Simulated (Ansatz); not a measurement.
## C3H5FSi, SMILES FCC1=C[SiH2]1: a geometry optimisation, step by step

Computed with Ansatz 0.2.0, Python API.

Run as a notebook:

```python
import ansatz
from ase import Atoms
import numpy as np

atoms = Atoms(["F", "C", "C", "C", "Si", "H", "H", "H", "H", "H"], positions=[
    [-1.2272, -0.0051, -1.9198],
    [-0.323, -0.7275, -1.3383],
    [-0.0213, -0.2012, -0.0498],
    [0.2431, -0.4465, 1.2316],
    [0.3477, 1.2696, 0.7982],
    [-0.7047, -1.7306, -1.275],
    [0.5808, -0.7267, -1.9924],
    [0.1685, -1.2216, 1.9527],
    [-0.7353, 2.0503, 1.5279],
    [1.7546, 1.6882, 1.0679],
])
system = ansatz.Crystal.molecule_from_ase(atoms)
```

```python
calc = (
    system.calculation()
    .basis(gaussian="def2-SVP")
    .functional("B3LYP")
)
symbols = [site.symbol for site in system.cartesian_sites]
start = np.array([site.position_ang for site in system.cartesian_sites], dtype=float)
report = calc.relax(force_tolerance=0.01).run(threads=1).report
end = np.array(report["positions_ang"])
```

    

```python
for key in ("converged", "free_energy_ev", "reference_energy_ev", "n_frozen", "n_occupied", "n_virtual"):
    print(f"{key:22s} {report[key]}")
```

    converged              True
    free_energy_ev         -13778.276963705855
    reference_energy_ev    -13778.276963705855
    n_frozen               0
    n_occupied             [23, 23]
    n_virtual              [76, 76]

```python
print("bond        before    after (A)")
for i, j in [(0, 1), (1, 2), (1, 5), (1, 6), (2, 3), (2, 4), (3, 4), (3, 7), (4, 8), (4, 9)]:
    d0, d1 = (np.linalg.norm(xyz[i] - xyz[j]) for xyz in (start, end))
    print(f"{symbols[i]}{i}-{symbols[j]}{j}".ljust(10), f"{d0:8.4f} {d1:8.4f}")
```

    bond        before    after (A)
    F0-C1        1.2952   1.3791
    C1-C2        1.4242   1.4853
    C1-H5        1.0751   1.1063
    C1-H6        1.1157   1.1063
    C2-C3        1.3312   1.3396
    C2-Si4       1.7374   1.8301
    C3-Si4       1.7731   1.8249
    C3-H7        1.0613   1.0940
    Si4-H8       1.5215   1.4868
    Si4-H9       1.4924   1.4868

Reading the output:
- Total energies depend on the basis set; only differences at equal settings carry meaning.
- The end point is the stationary point reached from this start; no frequency run checks that it is a minimum, and the basis set is modest.
- b3lyp holds the VWN-RPA fit, as in Gaussian; the form of ORCA and Turbomole is b3lyp5.
- Hardware and time: 48 s on 1 thread of Intel(R) Xeon(R) 6975P-C (Granite Rapids), on a shared host, peak memory 0.28 GiB.

(Lines on the test bed's own set-up are left out of the output.)
